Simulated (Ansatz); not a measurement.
Predict the output of the script below (Ansatz 0.2.0 through its Python package).

`POSCAR`
```text
Os
1.0
   2.73410000    0.00000000    0.00000000
  -1.36705000    2.36780006    0.00000000
   0.00000000    0.00000000    4.31970000
Os
2
Direct
   0.33333333    0.66666667    0.25000000
   0.66666667    0.33333333    0.75000000
```

`os_kconv.py`
```python
# -*- coding: utf-8 -*-
import ansatz
from ase.io import read


def main():
    atoms = read("POSCAR", format="vasp")
    material = ansatz.Crystal.from_ase(atoms)

    setup = (
        material.calculation()
        .functional("PBEsol")
        .basis(20 * ansatz.Ha)
        .occupations(ansatz.OccupationsMethod.GAUSSIAN, width=0.01)
        .scf(extra_bands=6)
    )

    rows = []
    for value in [(3, 3, 2), (4, 4, 3), (6, 6, 3), (7, 7, 4), (9, 9, 5), (12, 12, 7)]:
        rep = setup.kpoints(mesh=value).run(threads=1, backend="cpu").report
        rows.append((value, rep["free_energy_ev"] / len(rep["lattice"]["sites"]), rep["n_iterations"], rep["n_kpoints"]))

    print("        mesh   F/atom (eV)    iterations      k-points")
    for row in rows:
        print(f"{str(row[0]):>12s}  {row[1]:12.5f}  {row[2]:12d}  {row[3]:12d}")

    for row in rows[:-1]:
        shift = 1000 * (row[1] - rows[-1][1])
        print(f"{row[0]}: {shift:+.2f} meV/atom" + ("  (within 5 meV)" if abs(shift) < 5 else ""))


if __name__ == "__main__":
    main()
```

```console
$ python os_kconv.py
        mesh   F/atom (eV)    iterations      k-points
   (3, 3, 2)  -11250.56247             6             6
   (4, 4, 3)  -11251.02308             6             8
   (6, 6, 3)  -11250.99291             6            14
   (7, 7, 4)  -11251.02441             6            24
   (9, 9, 5)  -11251.07245             6            36
 (12, 12, 7)  -11251.06478             6            76
(3, 3, 2): +502.31 meV/atom
(4, 4, 3): +41.70 meV/atom
(6, 6, 3): +71.87 meV/atom
(7, 7, 4): +40.37 meV/atom
(9, 9, 5): -7.67 meV/atom
```

Reading the output:
- Spin-orbit coupling, which matters for elements this heavy, is left out.
- Shifts are counted from the finest mesh, which is itself no proven limit.
- The whole script took 6.4 s on 1 thread of Arm Neoverse V2 (shared host), peak memory 0.43 GiB.
